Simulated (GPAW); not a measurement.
Crystal: HPbNO4.

```
H Pb N O
1.0
     4.27531   -0.00040    0.00636
    -2.08399    5.20775   -0.04907
    -2.12377   -1.86574    4.91491
H Pb N O
1 1 1 4
Direct
  0.99073 0.03330 0.90994
  0.50274 0.81989 0.14287
  0.00838 0.47408 0.50265
  0.99816 0.92741 0.02877
  0.19467 0.73435 0.60852
  0.81673 0.35882 0.24556
  0.01381 0.33121 0.65217
```

The cell was built by a generator and needn't be a form met in nature.

Base run:

* Program: GPAW 26.7.0
* Functional: PBE
* Potentials or basis: GPAW PAW data sets (gpaw-data 1.2.1)
* Cutoff: 800 eV
* Basis: pw
* k mesh: 6 × 4 × 4
* Occupations: fermi-dirac, width 0.05 eV
* Spin: no spin polarisation

Its results: band gap on the k mesh 2.86 eV, indirect (least direct gap 3.17 eV); pressure -0.3 GPa; largest force 0.118 eV/Å.

Task: The run is repeated on the same cell with these changes: functional from PBE to LDA; potentials or basis from GPAW PAW data sets (gpaw-data 1.2.1) to the program's PAW data sets (release 1.2.1) made for this functional. What comes out?

Result: Band gap on the k mesh 2.80 eV, indirect (least direct gap 3.13 eV); pressure -5.5 GPa; largest force 0.878 eV/Å.

Caveats: spin-orbit coupling is left out, which as a rule narrows the gap of such compounds by several tenths of an eV.

A k mesh can miss the band edges.
